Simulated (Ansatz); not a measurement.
**GeH4+ (doublet): B3LYP, r2SCAN0, wB97X-V over a scan of the scale of all distances, 6-31G**

How well do these functionals follow the top wave-function level for GeH4+ (doublet) over a scan of the scale of all distances?

Method: 6-31G, all electrons in the functionals; program: Ansatz 0.2.0, Gaussian basis.

To be run: B3LYP, r2SCAN0, wB97X-V, at 0.886; 1.000; 1.126; 1.323; 1.508; 1.747; 2.014; 2.387.

13 further runs of the same task are left out: 10 that didn't finish, 3 set aside as unsound or not needed.

## 1. The geometry

The geometry derives from a PBE0/def2-TZVP stationary point (not a proven minimum). All distances are scaled together. No spin-orbit coupling is included. The filled d shell of Ge may be among the frozen orbitals whatever the setting's name suggests; the logs give the count.

5 atoms, charge 1, spin multiplicity 2.

Atoms are counted from 1 here; the program's logs count them from 0.

Bond lengths: Ge1–H2 1.565 Å, Ge1–H3 1.565 Å, Ge1–H4 1.565 Å, Ge1–H5 1.565 Å. Angles: H2–Ge1–H3 97.5°, H2–Ge1–H4 97.5°, H2–Ge1–H5 137.7°, H3–Ge1–H4 137.7°, H3–Ge1–H5 97.5°, H4–Ge1–H5 97.5°.

Geometry (Å):

```xyz
5
charge 1, multiplicity 2
Ge    0.0000    0.0000    0.0000
H     0.5613    1.0339    1.0326
H    -0.5699   -1.0297    1.0321
H    -0.5592    1.0308   -1.0368
H     0.5678   -1.0351   -1.0279
```

No dispersion term is added; wB97X-V holds VV10 nonlocal correlation. B3LYP takes the VWN-RPA correlation.

The geometry shown and the zero of energy belong to the point 1.000. The yardstick, FCI, and other wave-function levels (R restricted, U unrestricted, valence and pair active spaces) come from earlier runs.

## 2. B3LYP, 0.886

Contents of in.yaml:

```yaml
crystal:
  periodic: [false, false, false]
  atoms:
    - {symbol: Ge, position_ang: [0.000000, 0.000000, 0.000000]}
    - {symbol: H, position_ang: [0.497315, 0.916058, 0.914876]}
    - {symbol: H, position_ang: [-0.504898, -0.912305, 0.914472]}
    - {symbol: H, position_ang: [-0.495472, 0.913304, -0.918621]}
    - {symbol: H, position_ang: [0.503056, -0.917057, -0.910726]}
basis:
  gaussian: {orbitals: 6-31G}
total_charge: 1
magnetization: {spin_polarized: true, initial_magnetization: 1}
hamiltonian: {xc: {name: B3LYP}}
```

On the command line:

```sh
$ ansatz run in.yaml --threads 1 --pin off --events-out ev --progress --plain --max-ram 2393MiB
```

The runs that follow: B3LYP, 1.000; B3LYP, 1.126; B3LYP, 1.323; B3LYP, 1.508; B3LYP, 1.747; B3LYP, 2.014; B3LYP, 2.387; r2SCAN0, 0.886; r2SCAN0, 1.000; r2SCAN0, 1.126; r2SCAN0, 1.323; r2SCAN0, 1.508; r2SCAN0, 1.747; r2SCAN0, 2.014; r2SCAN0, 2.387; wB97X-V, 0.886; wB97X-V, 1.000; wB97X-V, 1.126; wB97X-V, 1.323; wB97X-V, 1.508; wB97X-V, 1.747; wB97X-V, 2.014; wB97X-V, 2.387.

Q: Predict the results of all the runs planned. Wanted: span of the FCI curve; largest miss, B3LYP; largest miss, r2SCAN0; largest miss, wB97X-V.

The runs gave:

| quantity | value |
| --- | --- |
| span of the FCI curve | 6.611 eV |
| largest miss, B3LYP | +1.824 eV (2.387) |
| largest miss, r2SCAN0 | +1.947 eV (2.387) |
| largest miss, wB97X-V | +1.808 eV (1.508) |

**Reading.** Of the functionals, wB97X-V keep the smallest largest miss at the points compared (at most 1.808 eV) and r2SCAN0 strays most (1.947 eV, at 2.387). B3LYP, r2SCAN0, wB97X-V clearly break the spin symmetry at some points (⟨S²⟩ up to 1.96 above the pure value), so energy there is bought with a mixed spin. Functionals and the yardstick converge differently with the basis, so part of each miss in 6-31G is the basis.
